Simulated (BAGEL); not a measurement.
# C2HF2Ge (SMILES C#[C][Ge]([F])[F]) at ROHF/6-31G(d) (density fitting with qzvpp-jkfit, spherical functions)

What is the vertical doublet–quartet gap of C2HF2Ge at ROHF/6-31G* (density fitting with qzvpp-jkfit, spherical functions)? 

The calculation is run with BAGEL 1.2.2.

2 further runs of the same task are left out: 2 set aside as unsound or not needed.

### Step 1. The molecule

The species is C2HF2Ge (6 atoms), meant as a doublet with charge 0. SMILES: `C#[C][Ge]([F])[F]`. The shape is that of a PBE0-D4/def2-TZVP optimisation.

Bond lengths: C1–C2 1.206 Å, C2–Ge3 1.892 Å, Ge3–F4 1.728 Å, Ge3–F5 1.728 Å, C1–H6 1.067 Å. Angles: C1–C2–Ge3 171.1°, C2–Ge3–F4 108.5°, C2–Ge3–F5 108.5°, F4–Ge3–F5 104.7°, C2–C1–H6 178.2°.

### Step 2. A single-point energy at ROHF/6-31G(d) (density fitting with qzvpp-jkfit, spherical functions)

File calc.json:

```json
{ "bagel": [

{
  "title": "molecule",
  "basis": "6-31gs.json",
  "df_basis": "qzvpp-jkfit",
  "angstrom": "true",
  "geometry": [
    { "atom": "C", "xyz": [   -0.190100,    0.518400,    1.692900 ] },
    { "atom": "C", "xyz": [   -0.131400,    0.204200,    0.530300 ] },
    { "atom": "Ge", "xyz": [   -0.289600,   -0.139700,   -1.323100 ] },
    { "atom": "F", "xyz": [   -0.276600,   -1.850600,   -1.565100 ] },
    { "atom": "F", "xyz": [    1.142900,    0.424100,   -2.108200 ] },
    { "atom": "H", "xyz": [   -0.213200,    0.779700,    2.727000 ] }
  ]
},
{
  "title": "rohf",
  "nopen": 1
},
{
  "title": "print",
  "file": "orbitals.molden",
  "orbitals": "true"
}

]}
```

The basis set 6-31G* is read from a file made from the Basis Set Exchange's data (not shown).

Command:

```console
$ BAGEL_NUM_THREADS=1 BAGEL calc.json > calc.out
```

What it wrote:

```text
* using 1 threads per process

  ===============================================================
  ===============================================================

  *** Geometry ***

  { "atom" : "C", "xyz" : [     -0.359237,      0.979634,      3.199117 ] },
  { "atom" : "C", "xyz" : [     -0.248310,      0.385882,      1.002122 ] },
  { "atom" : "Ge", "xyz" : [     -0.547265,     -0.263995,     -2.500297 ] },
  { "atom" : "F", "xyz" : [     -0.522698,     -3.497127,     -2.957610 ] },
  { "atom" : "F", "xyz" : [      2.159768,      0.801433,     -3.983921 ] },
  { "atom" : "H", "xyz" : [     -0.402890,      1.473419,      5.153283 ] },

  Number of auxiliary basis functions:      588

  Since a DF basis is specified, we compute 2- and 3-index integrals:
    o Being stored without compression. Storage requirement is 0.038 GB

  Number of basis functions:       90
  Number of electrons      :       63

    * METHOD: MOLECULE                             0.54

  *** Open-shell HF ***

  === Nuclear Repulsion ===
   338.4394950532

      * DIIS with orbital gradients will be used.

  === ROHF iteration (6-31gs.json) ===
      0      -2349.95668735          0.03986426           0.27
      1      -2350.12944837          0.02748818           0.23
      2      -2350.19569272          0.01809682           0.23
      3      -2350.24433239          0.00135464           0.23
      4      -2350.24516734          0.00075085           0.28
      5      -2350.24546835          0.00024522           0.24
      6      -2350.24553924          0.00009628           0.23
      7      -2350.24555613          0.00003720           0.23
      8      -2350.24556141          0.00001348           0.23
      9      -2350.24556410          0.00000794           0.23
     10      -2350.24556440          0.00000478           0.24
     11      -2350.24556444          0.00000297           0.23
     12      -2350.24556443          0.00000139           0.23
     13      -2350.24556441          0.00000060           0.23
     14      -2350.24556441          0.00000025           0.22
     15      -2350.24556441          0.00000012           0.23
     16      -2350.24556440          0.00000006           0.22
     17      -2350.24556440          0.00000003           0.22
     18      -2350.24556440          0.00000002           0.24
     19      -2350.24556440          0.00000001           0.22
     20      -2350.24556440          0.00000001           0.23
    * SCF iteration converged.

    * S^2 (ROHF) is 0.7500

    * Permanent dipole moment:
           (    0.824668,    -0.720718,    -0.864523) a.u.

    * METHOD: ROHF                                 5.26

    * METHOD: PRINT                                0.01

  ===============================================================
```

Run time: 6.3 s. Hardware: 1 thread of Intel Xeon 6975P-C (Granite Rapids), shared host; peak memory 0.16 GiB.

### Step 3. The quartet, same level

File input.json:

```json
{ "bagel": [

{
  "title": "molecule",
  "basis": "6-31gs.json",
  "df_basis": "qzvpp-jkfit",
  "angstrom": "true",
  "geometry": [
    { "atom": "C", "xyz": [   -0.190100,    0.518400,    1.692900 ] },
    { "atom": "C", "xyz": [   -0.131400,    0.204200,    0.530300 ] },
    { "atom": "Ge", "xyz": [   -0.289600,   -0.139700,   -1.323100 ] },
    { "atom": "F", "xyz": [   -0.276600,   -1.850600,   -1.565100 ] },
    { "atom": "F", "xyz": [    1.142900,    0.424100,   -2.108200 ] },
    { "atom": "H", "xyz": [   -0.213200,    0.779700,    2.727000 ] }
  ]
},
{
  "title": "rohf",
  "nopen": 3
},
{
  "title": "print",
  "file": "orbitals.molden",
  "orbitals": "true"
}

]}
```

The basis set 6-31G* is read from a file made from the Basis Set Exchange's data (not shown).

Command:

```console
$ BAGEL_NUM_THREADS=1 BAGEL input.json > input.out
```

What it wrote:

```text
* using 1 threads per process

  ===============================================================
  ===============================================================

  *** Geometry ***

  { "atom" : "C", "xyz" : [     -0.359237,      0.979634,      3.199117 ] },
  { "atom" : "C", "xyz" : [     -0.248310,      0.385882,      1.002122 ] },
  { "atom" : "Ge", "xyz" : [     -0.547265,     -0.263995,     -2.500297 ] },
  { "atom" : "F", "xyz" : [     -0.522698,     -3.497127,     -2.957610 ] },
  { "atom" : "F", "xyz" : [      2.159768,      0.801433,     -3.983921 ] },
  { "atom" : "H", "xyz" : [     -0.402890,      1.473419,      5.153283 ] },

  Number of auxiliary basis functions:      588

  Since a DF basis is specified, we compute 2- and 3-index integrals:
    o Being stored without compression. Storage requirement is 0.038 GB

  Number of basis functions:       90
  Number of electrons      :       63

    * METHOD: MOLECULE                             0.29

  *** Open-shell HF ***

  === Nuclear Repulsion ===
   338.4394950532

      * DIIS with orbital gradients will be used.

  === ROHF iteration (6-31gs.json) ===
      0      -2349.79450047          0.03785238           0.21
      1      -2349.95833438          0.02737662           0.21
      2      -2350.02692964          0.01808254           0.23
      3      -2350.07782011          0.00119761           0.21
      4      -2350.07907688          0.00061013           0.25
      5      -2350.07942534          0.00021288           0.24
      6      -2350.07952058          0.00008000           0.29
      7      -2350.07954252          0.00003217           0.24
      8      -2350.07954592          0.00001763           0.23
      9      -2350.07954631          0.00000534           0.21
     10      -2350.07954555          0.00000162           0.21
     11      -2350.07954537          0.00000075           0.21
     12      -2350.07954536          0.00000026           0.24
     13      -2350.07954537          0.00000013           0.24
     14      -2350.07954538          0.00000006           0.23
     15      -2350.07954539          0.00000003           0.21
     16      -2350.07954539          0.00000002           0.22
     17      -2350.07954539          0.00000001           0.21
     18      -2350.07954539          0.00000001           0.24
     19      -2350.07954539          0.00000001           0.21
     20      -2350.07954539          0.00000001           0.20
     21      -2350.07954539          0.00000001           0.20
     22      -2350.07954539          0.00000001           0.20
     23      -2350.07954539          0.00000001           0.21
     24      -2350.07954539          0.00000001           0.20
    * SCF iteration converged.

    * S^2 (ROHF) is 3.7500

    * Permanent dipole moment:
           (    0.802661,    -0.766045,    -1.111821) a.u.

    * METHOD: ROHF                                 5.79

    * METHOD: PRINT                                0.01

  ===============================================================
```

Run time: 6.6 s. Hardware: 1 thread of Intel Xeon 6975P-C (Granite Rapids), shared host; peak memory 0.17 GiB.

### Step 4. Results

Level: ROHF/6-31G* (density fitting with qzvpp-jkfit, spherical functions).

| quantity | value |
| --- | --- |
| doublet: total energy | -2350.24556 Eh |
| doublet: dipole moment | 3.55 D |
| doublet: ⟨S²⟩ | 0.750 |
| quartet: total energy | -2350.07955 Eh |
| quartet: dipole moment | 3.99 D |
| quartet: ⟨S²⟩ | 3.750 |
| vertical energy of the quartet above the doublet | 4.518 eV |

In words: At this shape the quartet lies 4.52 eV (104 kcal/mol) above the doublet.
